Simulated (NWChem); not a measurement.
# BCNF2 (SMILES N#CB(F)F) at HF/6-311+G(d,p)

Aim: the vertical electron affinity of BCNF2 at HF/6-311+G**, from 2 runs. 

Program for the calculation: NWChem 7.3.0.

### 1 The structure to begin with

BCNF2: 5 atoms, total charge 0, spin state singlet. SMILES: `N#CB(F)F`. The coordinates come from a PBE0-D4/def2-TZVP relaxation.

Bond lengths: N1–C2 1.150 Å, C2–B3 1.543 Å, B3–F4 1.306 Å, B3–F5 1.306 Å. Angles: N1–C2–B3 180.0°, C2–B3–F4 119.9°, C2–B3–F5 119.9°, F4–B3–F5 120.2°.

### 2 Energy and gradient at HF/6-311+G(d,p)

calc.nw

```
START calc
memory stack 880 mb heap 220 mb global 1100 mb

GEOMETRY units angstrom noautosym nocenter noautoz
 N     -0.715100     1.789700     0.801000
 C     -0.319400     0.804800     0.359300
 B      0.212000    -0.517400    -0.233800
 F      1.451200    -0.872800    -0.026200
 F     -0.578700    -1.277900    -0.941900
END

BASIS spherical bse
 * library 6-311+G**
END

SCF
 thresh 1e-08
 maxiter 80
 noprint "final vectors analysis"
END

TASK scf gradient
```

Run with:

```
$ nwchem calc.nw > calc.out
```

The log of the run:

```text
[...]
  functions       =   110
[...]
  wavefunction    = RHF
[...]
         Total SCF energy =   -316.089299239933
      One-electron energy =   -701.819537319804
      Two-electron energy =    251.796173557799
 Nuclear repulsion energy =    133.934064522072
        Time for solution =     15.4s
[...]
                         RHF ENERGY GRADIENTS
    atom               coordinates                        gradient
                 x          y          z           x          y          z
   1 N      -1.351343   3.382043   1.513671   -0.018339   0.045656   0.020473
   2 C      -0.603578   1.520851   0.678979    0.019868  -0.049468  -0.022180
   3 B       0.400622  -0.977744  -0.441818   -0.005596   0.013903   0.006224
   4 F       2.742370  -1.649353  -0.049511    0.012239  -0.003012   0.002343
   5 F      -1.093584  -2.414881  -1.779933   -0.008173  -0.007079  -0.006861
[...]
```

Wall time 22 s (1 thread of Intel Xeon 6975P-C (Granite Rapids), shared host); peak memory 0.099 GiB.

### 3 The doublet anion: the energy at UHF/6-311+G(d,p)

m1.nw

```
start m1
title "CBF2N energy"
memory total 2200 mb
charge -1

geometry units bohr noautosym nocenter noautoz
   N   -1.35134315   3.38204285   1.51367063
   C   -0.60357852   1.52085159   0.67897860
   B    0.40062194  -0.97774430  -0.44181797
   F    2.74237055  -1.64935296  -0.04951082
   F   -1.09358451  -2.41488101  -1.77993304
end

basis "ao basis" spherical bse
   N library 6-311+G**
   C library 6-311+G**
   B library 6-311+G**
   F library 6-311+G**
end

scf
   doublet
   uhf
   thresh 1e-08
   maxiter 80
end

task scf energy
```

Run with:

```
$ nwchem m1.nw > m1.out
```

The log of the run:

```text
[...]
  functions       =   110
[...]
  wavefunction    = UHF
[...]
         Total SCF energy =   -316.069068300940
      One electron energy =   -711.028437932502
      Two electron energy =    261.025314779719
 Nuclear repulsion energy =    133.934054851843
                       Sz =      0.5000
                 Sz(Sz+1) =      0.7500
                      S^2 =      0.8086
[...]
```

Run time: 2.1 min. Hardware: 1 thread of Intel Xeon 6975P-C (Granite Rapids), shared host; peak memory 0.097 GiB.

### 4 What came out

At HF/6-311+G**:

```
                                         quantity          value
                      singlet BCNF2: total energy  -316.08930 Eh
                     singlet BCNF2: dipole moment         1.75 D
          singlet BCNF2: largest force on an atom     2.969 eV/Å
                      doublet anion: total energy  -316.06907 Eh
doublet anion: HOMO energy (highest over α and β)       -0.25 eV
 doublet anion: LUMO energy (lowest over α and β)        4.77 eV
                              doublet anion: ⟨S²⟩          0.809
vertical electron affinity (to the doublet anion)      -0.551 eV
```

What this shows: The anion lies 0.55 eV (12.7 kcal/mol) above the neutral: the electron isn't bound at this level, and such a value depends on the basis. Hartree–Fock misses the correlation that binds many anions. The largest force (singlet BCNF2) is 2.97 eV/Å: the shape isn't a stationary point for this species at this level. Mulliken charges (doublet anion) run from -0.46 on N1 to -0.04 on B3; in a basis this large or diffuse they mean little.
